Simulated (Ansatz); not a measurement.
# InH2O (SMILES [OH][InH]) at UMP2/STO-3G

What is the electronic atomisation energy of InH2O at UMP2/STO-3G? 

The calculation is run with Ansatz 0.2.0.

46 further runs of the same task are left out: 8 that didn't finish, 38 set aside as unsound or not needed.

## 1. The molecule

InH2O: 4 atoms, total charge 0, spin state doublet. SMILES: `[OH][InH]`. The shape is that of a PBE0-D4/def2-TZVP optimisation.

Bond lengths: O1–In2 2.003 Å, O1–H3 0.960 Å, In2–H4 1.767 Å. Angles: O1–In2–H4 113.8°, In2–O1–H3 115.0°.

## 2. A single-point energy at UMP2/STO-3G

The input, molecule.yaml:

```yaml
crystal:
  periodic: [false, false, false]
  atoms:
    - symbol: O
      position_ang: [-0.298400, -1.020600, 0.295000]
    - symbol: In
      position_ang: [0.563900, 0.746600, -0.088500]
    - symbol: H
      position_ang: [0.236800, -1.629400, 0.809100]
    - symbol: H
      position_ang: [-0.446700, 1.843000, -1.036000]
basis:
  gaussian:
    orbitals: STO-3G
magnetization:
  spin_polarized: true
  initial_magnetization: 1
correlation:
  method: mp2
  frozen_orbitals: {H: 0, In: 18, O: 1}
accuracy: high
```

On the command line:

```console
$ ansatz run molecule.yaml --threads 1 --pin off --max-ram 2610MiB --events-out events.jsonl --progress --plain --runs-dir runs
```

Output:

```text
Warning: RAYON_NUM_THREADS=1 ignored (pool sized by the plan → 1); use --threads N
Functional definition: HF
  name "HF"
  exchange = exact_x
  correlation = 0
617 factors; integrals over basis functions are off by at most 3.9e-9 eV
mean field evaluation 1: about -156675.6940 eV, gradient 1.7e1 eV
mean field evaluation 2: about -156675.7550 eV, gradient 1.7e1 eV
mean field evaluation 4: about -156678.2958 eV, gradient 1.7e0 eV
mean field evaluation 8: about -156678.3754 eV, gradient 6.2e-4 eV
mean field evaluation 16: about -156675.1715 eV, gradient 3.1e0 eV
mean field -156678.37160937 eV, -5757.8239562297 hartree, gradient 2.7e-8 eV, S^2 0.758410; 2 other end points of the search recorded, 0 dependent functions left out
19 core orbitals not correlated: weight in the atoms' cores, before any rotation towards them, 1.000 or more for the frozen orbitals, at most 0.000 for the correlated occupied ones
reference -156678.37160937 eV, -5757.8239562297 hartree; 11, 10 occupied and 4, 5 virtual orbitals, 617 factors
second order -1.71726157 eV of doubles, -0.00000000 eV of singles
Total energy: -156680.08887094 eV, -5757.8870644284 hartree
```

Run time: 0.8 s. Hardware: 1 thread of Arm Neoverse V2, shared host; peak memory 0.11 GiB.

## 3. The H atom: a single-point energy at UHF/STO-3G

The input, input.yaml:

```yaml
crystal:
  periodic: [false, false, false]
  atoms:
    - {symbol: H, position_ang: [0.000000, 0.000000, 0.000000]}
basis:
  gaussian:
    orbitals: STO-3G
magnetization:
  spin_polarized: true
  initial_magnetization: 1
hamiltonian:
  xc: hf
accuracy: high
```

Run the same way, it converges to -0.46658 Eh (log not shown).

## 4. The In atom

The input, input.yaml:

```yaml
crystal:
  periodic: [false, false, false]
  atoms:
    - {symbol: In, position_ang: [0.000000, 0.000000, 0.000000]}
basis:
  gaussian:
    orbitals: STO-3G
accuracy: high
magnetization:
  spin_polarized: true
  initial_magnetization: 1
correlation:
  method: mp2
  frozen_orbitals: {In: 18}
```

Run the same way, it converges to -5682.79207 Eh (log not shown).

## 5. The O atom at the same level

The input, molecule.yaml:

```yaml
crystal:
  periodic: [false, false, false]
  atoms:
    - symbol: O
      position_ang: [0.000000, 0.000000, 0.000000]
basis:
  gaussian: {orbitals: STO-3G}
magnetization: {spin_polarized: true, initial_magnetization: 2}
correlation: {method: mp2, frozen_orbitals: {O: 1}}
accuracy: high
```

On the command line:

```console
$ ansatz run molecule.yaml --threads 1 --pin off --max-ram 2610MiB --events-out events.jsonl --progress --plain --runs-dir runs
```

Output:

```text
Warning: RAYON_NUM_THREADS=1 ignored (pool sized by the plan → 1); use --threads N
[... 4 set-up lines as earlier in the session ...]
15 factors; integrals over basis functions are off by at most 1.1e-9 eV
mean field evaluation 1: about -2008.3132 eV, gradient 1.7e-14 eV
mean field evaluation 2: about -2008.3132 eV, gradient 0.0e0 eV
mean field -2008.31323932 eV, -73.8041502613 hartree, gradient 0.0e0 eV, S^2 2.000000; 2 other end points of the search recorded, 0 dependent functions left out
1 core orbitals not correlated: weight in the atoms' cores, before any rotation towards them, 1.000 or more for the frozen orbitals, at most 0.000 for the correlated occupied ones
reference -2008.31323932 eV, -73.8041502613 hartree; 4, 2 occupied and 0, 2 virtual orbitals, 15 factors
second order 0.00000000 eV of doubles, 0.00000000 eV of singles
Total energy: -2008.31323932 eV, -73.8041502613 hartree
```

It took 0.04 s on 1 thread of Arm Neoverse V2, shared host.

## 6. What came out

At UMP2/STO-3G, 19 core orbitals frozen:

```
                                              quantity           value
                                molecule: total energy  -5757.88706 Eh
molecule: correlation energy (19 core orbitals frozen)       -63.1 mEh
           molecule: ⟨S²⟩ of the reference determinant           0.758
                                  H atom: total energy     -0.46658 Eh
                                          H atom: ⟨S²⟩           0.750
                                 In atom: total energy  -5682.79207 Eh
 In atom: correlation energy (18 core orbitals frozen)       -14.7 mEh
            In atom: ⟨S²⟩ of the reference determinant           0.750
                                  O atom: total energy    -73.80415 Eh
    O atom: correlation energy (1 core orbital frozen)         0.0 mEh
             O atom: ⟨S²⟩ of the reference determinant           2.000
                         electronic atomisation energy        9.733 eV
```

**Reading.** Taking the molecule apart into free atoms costs 9.73 eV (939 kJ/mol), before zero-point energy and without spin-orbit coupling. In a minimal basis such a difference can be off by several eV, whatever the method. Relativity is left out (molecule) although the molecule holds a heavy atom. Relativity is left out (In atom) although the molecule holds a heavy atom.
